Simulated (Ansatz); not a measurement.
**La3Hf: relaxation of cell and atoms with PBE**

Crystal: La3Hf.

```
Hf La
1.0
     5.04513    0.00000    0.00000
     0.00000    5.04513    0.00000
     0.00000    0.00000    5.04513
Hf La
1 3
Direct
  0.00000 0.00000 0.00000
  0.50000 0.50000 0.00000
  0.50000 0.00000 0.50000
  0.00000 0.50000 0.50000
```

The cell comes from a database or a generator and needn't be the stable form of this composition.

```
Program             : Ansatz 0.2.0
Task                : relaxation of cell and atoms
Functional          : PBE
Potentials or basis : Ansatz PAW
Cutoff              : 420 eV (not typed: the program's choice for these potentials)
k mesh              : 5 × 5 × 5
Occupations         : fermi-dirac, width 0.05 eV
Spin                : no spin polarisation
```

The energy gained by relaxing is 0.0 meV/atom and the ionic steps are 2. The pressure after relaxing is 0.0 GPa and the band gap on the k mesh is none (metal or under the smearing width).

Final structure:
```
CELL_PARAMETERS angstrom
5.04513 0.00000 0.00000
0.00000 5.04513 0.00000
0.00000 0.00000 5.04513
ATOMIC_POSITIONS crystal
Hf 0.00000 0.00000 0.00000
La 0.50000 0.50000 0.00000
La 0.50000 0.00000 0.50000
La 0.00000 0.50000 0.50000
```

Levels at points of the mesh, in eV from the Fermi level:
| k point | band 27 | band 28 | band 29 | band 30 | band 31 | band 32 | band 33 | band 34 |
| --- | --- | --- | --- | --- | --- | --- | --- | --- |
| (0.00, 0.00, 0.00) | -2.09 | -1.62 | -1.62 | -1.62 | 1.40 | 1.40 | 1.40 | 1.61 |

Wall time 5.4 s on 2 threads of Arm Neoverse V1 (shared host), peak memory 0.44 GiB.

Caveat: the plane-wave basis is chosen anew once the cell has moved, so the energies of steps on either side of that aren't comparable. Spin-orbit coupling is left out, which matters for the levels of Hf, La.
